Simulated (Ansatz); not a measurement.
# AlTlIn3B5As5N5: the cost of one run

Method: DFT PBE, scalar-relativistic, plane waves, PAW, in Ansatz 0.2.0.

## (1) The structure to begin with

The cell holds 20 atoms (AlAs5B5In3N5Tl): a = 5.832 Å, b = 5.832 Å, c = 8.909 Å, α = 83.74°, β = 70.89°, γ = 70.53°.

The sites of an ideal zinc blende lattice, at a guessed lattice constant, take 1 Al, 3 In, 1 Tl, 5 B; 5 N, 5 As (sublattices apart by semicolons), with a shake of 0.02 Å. Warren-Cowley parameters of the first shell (negative: unlike neighbours preferred): Al-B +0.17, Al-In -0.39, Al-Tl -0.67, B-In -0.22, B-Tl +0.17, In-Tl -0.39. In a cell this small the draw can fall short of the order aimed at.

Structure file:

```
CELL_PARAMETERS angstrom
2.38099 2.38099 4.76199
-2.38099 -2.38099 4.76199
7.14298 -4.76199 2.38099
ATOMIC_POSITIONS crystal
B 0.09268 0.49933 0.79870
B 0.59555 0.00601 0.80095
B 0.39779 0.99772 0.19762
B 0.49904 0.50394 0.00055
B 0.90173 0.50153 0.19630
N 0.57696 0.87439 0.59885
N 0.97563 0.87285 0.79887
N 0.78204 0.87533 0.19492
N 0.07255 0.37824 0.59757
N 0.87842 0.37430 0.00029
Al 0.20248 0.99781 0.59583
As 0.47891 0.37160 0.79945
As 0.37803 0.87651 0.99994
As 0.66835 0.37573 0.40109
As 0.17845 0.87982 0.40243
As 0.27454 0.37343 0.20265
In 0.99815 0.00075 0.00017
In 0.30259 0.49518 0.39926
In 0.70842 0.50151 0.59730
Tl 0.79677 0.00486 0.40020
```

## (2) Relaxing on a coarse mesh

Cell and atoms move without symmetry, on a coarse mesh with loose thresholds.

input.yaml

```yaml
crystal:
  lattice:
    - [2.38099251, 2.38099251, 4.76198502]
    - [-2.38099251, -2.38099251, 4.76198502]
    - [7.14297753, -4.76198502, 2.38099251]
  atoms:
    - { symbol: B, position: [0.0926831125, 0.499325038, 0.7986957792] }
    - { symbol: B, position: [0.5955484573, 0.0060119087, 0.8009548] }
    - { symbol: B, position: [0.3977883265, 0.9977231806, 0.1976169421] }
    - { symbol: B, position: [0.4990400178, 0.503942185, 0.0005469789] }
    - { symbol: B, position: [0.9017314814, 0.5015321693, 0.19629767] }
    - { symbol: "N", position: [0.5769572897, 0.8743889739, 0.5988533115] }
    - { symbol: "N", position: [0.975633233, 0.8728539996, 0.7988689969] }
    - { symbol: "N", position: [0.7820373358, 0.8753296154, 0.1949235017] }
    - { symbol: "N", position: [0.072550672, 0.378240666, 0.5975729959] }
    - { symbol: "N", position: [0.8784172103, 0.3743024088, 0.0002927981] }
    - { symbol: Al, position: [0.2024810623, 0.9978117665, 0.5958331087] }
    - { symbol: As, position: [0.4789113757, 0.3715982473, 0.799447758] }
    - { symbol: As, position: [0.378031917, 0.8765132461, 0.9999412319] }
    - { symbol: As, position: [0.6683534503, 0.3757250596, 0.4010903369] }
    - { symbol: As, position: [0.1784461434, 0.8798165225, 0.4024345104] }
    - { symbol: As, position: [0.2745424297, 0.3734290104, 0.2026476515] }
    - { symbol: In, position: [0.9981479575, 0.0007508561, 0.0001697677] }
    - { symbol: In, position: [0.3025940476, 0.4951789348, 0.3992566515] }
    - { symbol: In, position: [0.7084181172, 0.5015072999, 0.5972994336] }
    - { symbol: Tl, position: [0.7967698967, 0.0048617267, 0.4002045866] }
  symmetry: { detect: false }
basis:
  ecutwfc: 420
kpoints:
  mp_grid: { grid: [3, 3, 2], shift: [0.0, 0.0, 0.5] }
hamiltonian:
  xc: pbe
scf:
  occupations: { method: gaussian, width: 0.1 }
  lower_state_search: "off"
output:
  forces: true
  stress: true
  eigenvalues: true
relax:
  adjacent_minimum: "off"
  f_tol: 0.04
  max_steps: 50
  cell: { stress_tol: 0.3 }
```

Started as:

```sh
ansatz run input.yaml --threads 4 --pin off --max-ram 9216MiB --backend cpu --events-out ev --progress --plain --runs-dir out
```

**Question.** How long does this run take on 4 threads of Arm Neoverse V2, shared host, and how much memory does it need?

About 7.3 min, with a peak of 1.1 GiB.
